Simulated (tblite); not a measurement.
# C4H9BOSi: the cost of one run

Programs: tblite 0.8.0 and PySCF 2.14.0, with density-fitted response routines of our own. Each step states its level of theory. These are calculated values for one molecule in the gas phase, unless marked as measured. Atoms are numbered from 0 throughout.

## Step 1: The molecule as given

16 atoms, charge 0, multiplicity 1; geometry from: force field or distance geometry start.

Bonds of the start (Å): C0–B1 1.59, B1–O2 1.47, O2–C3 1.44, C3–C4 1.29, C4–C5 1.44, C5–Si6 1.81, Si6–C3 1.79, C0–H7 1.11, C0–H8 1.10, C0–H9 1.10, B1–H10 1.17, C4–H11 1.12, C5–H12 1.12, C5–H13 1.12, Si6–H14 1.47, Si6–H15 1.48.

## Step 2: Relaxing the molecule with GFN2-xTB

The job: settings as JSON, then the geometry in Å.

```
{"job": {"kind": "relax", "xc": "GFN2-xTB", "basis": "xTB"}, "charge": 0, "multiplicity": 1}
C      3.244400     0.083100     0.506200
B      1.753900    -0.454800     0.325800
O      0.676400     0.323700     0.951400
C     -0.681600     0.139100     0.513100
C     -1.519600    -0.798000     0.804100
C     -2.630000    -0.326900     0.021600
Si    -1.716600     1.121600    -0.571700
H      3.479300     0.090800     1.590600
H      3.276700     1.123700     0.155700
H      3.930500    -0.581300    -0.048300
H      1.555500    -1.450000    -0.263700
H     -1.412000    -1.704400     1.450000
H     -2.945000    -1.000200    -0.817200
H     -3.530300    -0.139300     0.662700
H     -1.358800     1.140400    -1.993100
H     -2.130500     2.441400    -0.031300
```

Launch:

```sh
> OMP_NUM_THREADS=1 python probes_run.py task.json out
```

One launch serves the whole session: the jobs run in the order shown.

**Question.** How long does this first job take on 1 thread of Arm Neoverse N1, shared host?

About 1.5 s.
